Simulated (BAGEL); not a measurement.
# BSiH4OF (SMILES FBO[SiH3]): a chain of runs

We compute the energy (HF/def2-SV(P)), then a single-point energy (NEVPT2(2,2)/def2-SV(P)), then a single-point energy (CASPT2(2,2)/def2-SV(P)) of BSiH4OF. 

The calculation is run with BAGEL 1.2.2.

1 further run of the same task is left out (set aside as unsound or not needed).

## Step 1: The system as given

BSiH4OF has 8 atoms, charge 0, and is taken as a singlet. SMILES: `FBO[SiH3]`. The B2–O3 distance was set to 1.812 Å, away from the relaxed value.

Bond lengths: F1–B2 1.324 Å, O3–Si4 1.655 Å, B2–H5 1.198 Å, Si4–H6 1.481 Å, Si4–H7 1.485 Å, Si4–H8 1.481 Å. Angles: F1–B2–H5 118.6°, O3–Si4–H6 108.0°, O3–Si4–H7 110.1°, O3–Si4–H8 108.0°, H6–Si4–H7 110.3°, H6–Si4–H8 110.2°, H7–Si4–H8 110.3°. A long bond or contact: B2–O3 1.812 Å.

## Step 2: The energy at HF/def2-SV(P) (density fitting with svp-jkfit) (run 1)

Contents of hf.json:

```json
{ "bagel" : [

{
  "title" : "molecule",
  "basis" : "def2-sv_p_.json",
  "df_basis" : "svp-jkfit",
  "angstrom" : true,
  "geometry" : [
    { "atom" : "F", "xyz" : [      -1.668661,      -1.807868,       1.877781 ] },
    { "atom" : "B", "xyz" : [      -0.754661,      -0.896268,       1.584681 ] },
    { "atom" : "O", "xyz" : [      -0.487500,      -0.477100,      -0.157600 ] },
    { "atom" : "Si", "xyz" : [       0.521000,       0.572800,      -0.945400 ] },
    { "atom" : "H", "xyz" : [      -0.144561,      -0.387168,       2.481481 ] },
    { "atom" : "H", "xyz" : [      -0.317100,       1.531000,      -1.702400 ] },
    { "atom" : "H", "xyz" : [       1.370700,       1.295700,       0.034600 ] },
    { "atom" : "H", "xyz" : [       1.365000,      -0.214300,      -1.873700 ] }
  ]
},

{
  "title" : "hf"
},

{
  "title" : "print",
  "file" : "orbitals.molden",
  "orbitals" : true
}

]}
```

The basis set def2-SV(P) is read from a file made from the Basis Set Exchange's data (not shown).

Command:

```console
BAGEL_NUM_THREADS=1 BAGEL hf.json > hf.out
```

Output:

```text
* using 1 threads per process

  ===============================================================
  ===============================================================

  *** Geometry ***

  { "atom" : "F", "xyz" : [     -3.153312,     -3.416375,      3.548492 ] },
  { "atom" : "B", "xyz" : [     -1.426103,     -1.693701,      2.994613 ] },
  { "atom" : "O", "xyz" : [     -0.921241,     -0.901588,     -0.297821 ] },
  { "atom" : "Si", "xyz" : [      0.984547,      1.082435,     -1.786547 ] },
  { "atom" : "H", "xyz" : [     -0.273181,     -0.731641,      4.689319 ] },
  { "atom" : "H", "xyz" : [     -0.599232,      2.893171,     -3.217070 ] },
  { "atom" : "H", "xyz" : [      2.590248,      2.448518,      0.065385 ] },
  { "atom" : "H", "xyz" : [      2.579476,     -0.404968,     -3.540780 ] },

  Number of auxiliary basis functions:      429

  Since a DF basis is specified, we compute 2- and 3-index integrals:
    o Being stored without compression. Storage requirement is 0.016 GB

  Number of basis functions:       68
  Number of electrons      :       40

    * METHOD: MOLECULE                             0.22

  *** RHF ***

  === Nuclear Repulsion ===
   140.7031816016

      * DIIS with orbital gradients will be used.

  === RHF iteration (def2-sv_p_.json) ===
      0       -489.77638745          0.02688926           0.05
      1       -489.90384790          0.02125415           0.05
      2       -490.04450918          0.00221562           0.04
      3       -490.04679583          0.00111365           0.04
      4       -490.04726546          0.00017586           0.04
      5       -490.04729137          0.00005630           0.04
      6       -490.04729456          0.00002293           0.04
      7       -490.04729519          0.00000584           0.04
      8       -490.04729523          0.00000161           0.04
      9       -490.04729523          0.00000068           0.04
     10       -490.04729524          0.00000028           0.04
     11       -490.04729524          0.00000006           0.04
     12       -490.04729524          0.00000002           0.04
     13       -490.04729524          0.00000001           0.04
    * SCF iteration converged.

    * Permanent dipole moment:
           (   -0.296655,    -0.209752,    -0.833968) a.u.

    * METHOD: HF                                   0.78

    * METHOD: PRINT                                0.01

  ===============================================================
```

Run time: 1.2 s. Hardware: 1 thread of Intel Xeon Platinum 8259CL at 2.50GHz (Skylake/Cascade Lake), shared host; peak memory 0.15 GiB.

## Step 3: The energy at NEVPT2(2,2)/def2-SV(P) (density fitting with svp-jkfit) (run 2)

Contents of calc.json:

```json
{ "bagel" : [

{
  "title" : "molecule",
  "basis" : "def2-sv_p_.json",
  "df_basis" : "svp-jkfit",
  "angstrom" : true,
  "geometry" : [
    { "atom" : "F", "xyz" : [   -1.668661,   -1.807868,    1.877781 ] },
    { "atom" : "B", "xyz" : [   -0.754661,   -0.896268,    1.584681 ] },
    { "atom" : "O", "xyz" : [   -0.487500,   -0.477100,   -0.157600 ] },
    { "atom" : "Si", "xyz" : [    0.521000,    0.572800,   -0.945400 ] },
    { "atom" : "H", "xyz" : [   -0.144561,   -0.387168,    2.481481 ] },
    { "atom" : "H", "xyz" : [   -0.317100,    1.531000,   -1.702400 ] },
    { "atom" : "H", "xyz" : [    1.370700,    1.295700,    0.034600 ] },
    { "atom" : "H", "xyz" : [    1.365000,   -0.214300,   -1.873700 ] }
  ]
},
{
  "title" : "hf"
},
{
  "title" : "nevpt2",
  "nstate" : 1,
  "nact" : 2,
  "nclosed" : 19,
  "active" : [10, 22],
  "maxiter" : 200,
  "natocc" : true,
  "ncore" : 8
},
{
  "title" : "print",
  "file" : "orbitals.molden",
  "orbitals" : true
}

]}
```

The basis set def2-SV(P) is read from a file made from the Basis Set Exchange's data (not shown).

Command:

```console
BAGEL_NUM_THREADS=1 BAGEL calc.json > calc.out
```

Output:

```text
* using 1 threads per process

  ===============================================================
  ===============================================================

  *** Geometry ***

  { "atom" : "F", "xyz" : [     -3.153312,     -3.416375,      3.548492 ] },
  { "atom" : "B", "xyz" : [     -1.426103,     -1.693701,      2.994613 ] },
  { "atom" : "O", "xyz" : [     -0.921241,     -0.901588,     -0.297821 ] },
  { "atom" : "Si", "xyz" : [      0.984547,      1.082435,     -1.786547 ] },
  { "atom" : "H", "xyz" : [     -0.273181,     -0.731641,      4.689319 ] },
  { "atom" : "H", "xyz" : [     -0.599232,      2.893171,     -3.217070 ] },
  { "atom" : "H", "xyz" : [      2.590248,      2.448518,      0.065385 ] },
  { "atom" : "H", "xyz" : [      2.579476,     -0.404968,     -3.540780 ] },

  Number of auxiliary basis functions:      429

  Since a DF basis is specified, we compute 2- and 3-index integrals:
    o Being stored without compression. Storage requirement is 0.016 GB

  Number of basis functions:       68
  Number of electrons      :       40

    * METHOD: MOLECULE                             0.21

  *** RHF ***

  === Nuclear Repulsion ===
   140.7031816016

      * DIIS with orbital gradients will be used.

  === RHF iteration (def2-sv_p_.json) ===
      0       -489.77638745          0.02688926           0.04
      1       -489.90384790          0.02125415           0.04
      2       -490.04450918          0.00221562           0.05
      3       -490.04679583          0.00111365           0.06
      4       -490.04726546          0.00017586           0.05
      5       -490.04729137          0.00005630           0.04
      6       -490.04729456          0.00002293           0.04
      7       -490.04729519          0.00000584           0.04
      8       -490.04729523          0.00000161           0.04
      9       -490.04729523          0.00000068           0.05
     10       -490.04729524          0.00000028           0.06
     11       -490.04729524          0.00000006           0.04
     12       -490.04729524          0.00000002           0.04
     13       -490.04729524          0.00000001           0.05
    * SCF iteration converged.

    * Permanent dipole moment:
           (   -0.296655,    -0.209752,    -0.833968) a.u.

    * METHOD: HF                                   0.81

    * freezing 8 orbitals
  ---------------------------
      CASSCF calculation
  ---------------------------

    ==== Active orbitals : =====
         Orbital 10
         Orbital 22
    ============================

    * nstate   :      1
    * nclosed  :     19
    * nact     :      2
    * nvirt    :     47
  === CASSCF iteration (def2-sv_p_.json) ===

    * Using the second-order algorithm

      0  0      -490.04755261     7.71e-05      0.01

      1  0      -490.05510533     7.92e-04      0.24

      2  0      -490.06091799     6.81e-04      0.28

      3  0      -490.06789113     7.03e-04      0.28

      4  0      -490.07095118     7.96e-04      0.38

      5  0      -490.07137604     4.31e-04      0.38

      6  0      -490.07141408     2.25e-04      0.31

      7  0      -490.07142133     1.08e-04      0.37

      8  0      -490.07142286     5.03e-05      0.31

      9  0      -490.07142318     2.33e-05      0.31

     10  0      -490.07142325     1.07e-05      0.34

     11  0      -490.07142327     4.95e-06      0.36

     12  0      -490.07142327     2.28e-06      0.35

     13  0      -490.07142327     1.05e-06      0.32

     14  0      -490.07142327     4.83e-07      0.32

     15  0      -490.07142327     2.23e-07      0.29

     16  0      -490.07142327     1.03e-07      0.26

     17  0      -490.07142327     4.72e-08      0.26

     18  0      -490.07142327     2.17e-08      0.22

     19  0      -490.07142327     1.00e-08      0.22

     20  0      -490.07142327     4.60e-09      0.19

    * Second-order optimization converged. *

     guess   0:   closed 1.                   open ..

  === FCI iteration ===

      0  0      -490.04637121     9.42e-02      0.00
      1  0      -490.07123423     6.40e-03      0.00
      2  0 *    -490.07142327     1.21e-15      0.00

     * ci vector, state   0, <S^2> = 0.0000
       2.     0.9912479342
       .2    -0.1320133818

  === DF-NEVPT2 calculation ===

    * 3-index integral transformation done
    * assembly done

      NEVPT2 correlation energy:   -0.5002786079      0.13

          (+0)     -0.3985468491
          (+0)'    -0.0459275387
          (+1)     -0.0114830789
          (+1)'    -0.0000000000
          (+2)     -0.0005306794
          (-1)     -0.0390093410
          (-1)'     0.0000000000
          (-2)     -0.0047811208

      NEVPT2 total energy:       -490.5717018786

    * METHOD: NEVPT2                               6.31

    * METHOD: PRINT                                0.02

  ===============================================================
```

Run time: 7.8 s. Hardware: 1 thread of Intel Xeon Platinum 8259CL at 2.50GHz (Skylake/Cascade Lake), shared host; peak memory 0.15 GiB.

## Step 4: A single-point energy at CASPT2(2,2)/def2-SV(P) (density fitting with svp-jkfit) (run 3)

Contents of caspt2.json:

```json
{ "bagel": [

{
  "title": "molecule",
  "basis": "def2-sv_p_.json",
  "df_basis": "svp-jkfit",
  "angstrom": true,
  "geometry": [
    { "atom": "F", "xyz": [   -1.668661,   -1.807868,    1.877781 ] },
    { "atom": "B", "xyz": [   -0.754661,   -0.896268,    1.584681 ] },
    { "atom": "O", "xyz": [   -0.487500,   -0.477100,   -0.157600 ] },
    { "atom": "Si", "xyz": [    0.521000,    0.572800,   -0.945400 ] },
    { "atom": "H", "xyz": [   -0.144561,   -0.387168,    2.481481 ] },
    { "atom": "H", "xyz": [   -0.317100,    1.531000,   -1.702400 ] },
    { "atom": "H", "xyz": [    1.370700,    1.295700,    0.034600 ] },
    { "atom": "H", "xyz": [    1.365000,   -0.214300,   -1.873700 ] }
  ]
},
{ "title": "hf" },
{ "title": "casscf", "nstate": 1, "nact": 2, "nclosed": 19, "active": [10, 22], "maxiter": 200, "natocc": true },
{ "title": "print", "file": "orbitals.molden", "orbitals": true },
{ "title": "smith", "method": "caspt2", "ms": true, "xms": true, "sssr": true, "shift": 0.2, "shift_imag": true, "ncore": 8 }

]}
```

The basis set def2-SV(P) is read from a file made from the Basis Set Exchange's data (not shown).

Command:

```console
BAGEL_NUM_THREADS=1 BAGEL caspt2.json > caspt2.out
```

Output:

```text
* using 1 threads per process

  ===============================================================
  ===============================================================

  *** Geometry ***

  { "atom" : "F", "xyz" : [     -3.153312,     -3.416375,      3.548492 ] },
  { "atom" : "B", "xyz" : [     -1.426103,     -1.693701,      2.994613 ] },
  { "atom" : "O", "xyz" : [     -0.921241,     -0.901588,     -0.297821 ] },
  { "atom" : "Si", "xyz" : [      0.984547,      1.082435,     -1.786547 ] },
  { "atom" : "H", "xyz" : [     -0.273181,     -0.731641,      4.689319 ] },
  { "atom" : "H", "xyz" : [     -0.599232,      2.893171,     -3.217070 ] },
  { "atom" : "H", "xyz" : [      2.590248,      2.448518,      0.065385 ] },
  { "atom" : "H", "xyz" : [      2.579476,     -0.404968,     -3.540780 ] },

  Number of auxiliary basis functions:      429

  Since a DF basis is specified, we compute 2- and 3-index integrals:
    o Being stored without compression. Storage requirement is 0.016 GB

  Number of basis functions:       68
  Number of electrons      :       40

    * METHOD: MOLECULE                             0.21

  *** RHF ***

  === Nuclear Repulsion ===
   140.7031816016

      * DIIS with orbital gradients will be used.

  === RHF iteration (def2-sv_p_.json) ===
      0       -489.77638745          0.02688926           0.05
      1       -489.90384790          0.02125415           0.05
      2       -490.04450918          0.00221562           0.05
      3       -490.04679583          0.00111365           0.05
      4       -490.04726546          0.00017586           0.04
      5       -490.04729137          0.00005630           0.04
      6       -490.04729456          0.00002293           0.04
      7       -490.04729519          0.00000584           0.04
      8       -490.04729523          0.00000161           0.04
      9       -490.04729523          0.00000068           0.04
     10       -490.04729524          0.00000028           0.05
     11       -490.04729524          0.00000006           0.06
     12       -490.04729524          0.00000002           0.06
     13       -490.04729524          0.00000001           0.04
    * SCF iteration converged.

    * Permanent dipole moment:
           (   -0.296655,    -0.209752,    -0.833968) a.u.

    * METHOD: HF                                   0.82

  ---------------------------
      CASSCF calculation
  ---------------------------

    ==== Active orbitals : =====
         Orbital 10
         Orbital 22
    ============================

    * nstate   :      1
    * nclosed  :     19
    * nact     :      2
    * nvirt    :     47
  === CASSCF iteration (def2-sv_p_.json) ===

    * Using the second-order algorithm

      0  0      -490.04755261     7.71e-05      0.02

      1  0      -490.05510533     7.92e-04      0.23

      2  0      -490.06091799     6.81e-04      0.28

      3  0      -490.06789113     7.03e-04      0.28

      4  0      -490.07095118     7.96e-04      0.32

      5  0      -490.07137604     4.31e-04      0.29

      6  0      -490.07141408     2.25e-04      0.32

      7  0      -490.07142133     1.08e-04      0.29

      8  0      -490.07142286     5.03e-05      0.28

      9  0      -490.07142318     2.33e-05      0.30

     10  0      -490.07142325     1.07e-05      0.29

     11  0      -490.07142327     4.95e-06      0.31

     12  0      -490.07142327     2.28e-06      0.30

     13  0      -490.07142327     1.05e-06      0.30

     14  0      -490.07142327     4.83e-07      0.30

     15  0      -490.07142327     2.23e-07      0.29

     16  0      -490.07142327     1.03e-07      0.28

     17  0      -490.07142327     4.72e-08      0.26

     18  0      -490.07142327     2.17e-08      0.24

     19  0      -490.07142327     1.00e-08      0.21

     20  0      -490.07142327     4.60e-09      0.19

    * Second-order optimization converged. *

     guess   0:   closed 1.                   open ..

  === FCI iteration ===

      0  0      -490.04637121     9.42e-02      0.00
      1  0      -490.07123423     6.40e-03      0.00
      2  0 *    -490.07142327     1.21e-15      0.00

     * ci vector, state   0, <S^2> = 0.0000
       2.     0.9912479342
       .2    -0.1320133818

    * METHOD: CASSCF                               5.70

    * METHOD: PRINT                                0.01

  === SMITH program ===

    * freezing 8 orbitals

    * Approximate memory requirement for SMITH calulation per MPI process:
      o Storage requirement for T-amplitude, lambda, and residual is 0.01 GB
      o Storage requirement for MO integrals is 0.00 GB
    * Calculating and saving rdm4f

    * Zeroth order energy : state  0       -1.2193799458

    * CASPT2 iteration is performed using orthogonal basis

      -------------------------------------------  CASPT2 iteration  ---------------------------------------------------
       #      aibj      arbs      arbi      airj      risj      airs      arst      rist         Etot      error   time
      ------------------------------------------------------------------------------------------------------------------

       0  -0.39873  -0.00559  -0.03874  -0.01253  -0.00073  -0.03990  -0.00000  -0.00000   -0.4962199  0.0029662   0.08
       1  -0.39915  -0.00566  -0.03909  -0.01285  -0.00081  -0.04118  -0.00000  -0.00000   -0.4987433  0.0005580   0.07
       2  -0.39921  -0.00566  -0.03901  -0.01288  -0.00082  -0.04128  -0.00000  -0.00000   -0.4988707  0.0001213   0.07
       3  -0.39921  -0.00567  -0.03901  -0.01286  -0.00082  -0.04131  -0.00000  -0.00000   -0.4988752  0.0000269   0.07
       4  -0.39920  -0.00567  -0.03901  -0.01286  -0.00082  -0.04131  -0.00000  -0.00000   -0.4988755  0.0000064   0.08
       5  -0.39921  -0.00567  -0.03901  -0.01286  -0.00082  -0.04131  -0.00000  -0.00000   -0.4988755  0.0000016   0.08
       6  -0.39921  -0.00567  -0.03901  -0.01286  -0.00082  -0.04131  -0.00000  -0.00000   -0.4988755  0.0000004   0.08

      ------------------------------------------------------------------------------------------------------------------

    * CASPT2 energy : state  0     -490.5723406570
        w/o shift correction       -490.5702987691
        reference weight              0.8741661291

    * METHOD: SMITH                                0.69

  ===============================================================
```

Run time: 7.8 s. Hardware: 1 thread of Intel Xeon Platinum 8259CL at 2.50GHz (Skylake/Cascade Lake), shared host; peak memory 0.15 GiB.

## Step 5: Summary of results

| quantity | value |
| --- | --- |
| run 1, HF/def2-SV(P): total energy | -490.04730 Eh |
| run 1, HF/def2-SV(P): dipole moment | 2.31 D |
| run 1, HF/def2-SV(P): HOMO energy | -11.95 eV |
| run 1, HF/def2-SV(P): LUMO energy | 2.42 eV |
| run 1, HF/def2-SV(P): HOMO–LUMO gap | 14.37 eV |
| run 2, NEVPT2(2,2)/def2-SV(P): total energy | -490.57170 Eh |
| run 3, CASPT2(2,2)/def2-SV(P): total energy | -490.57234 Eh |
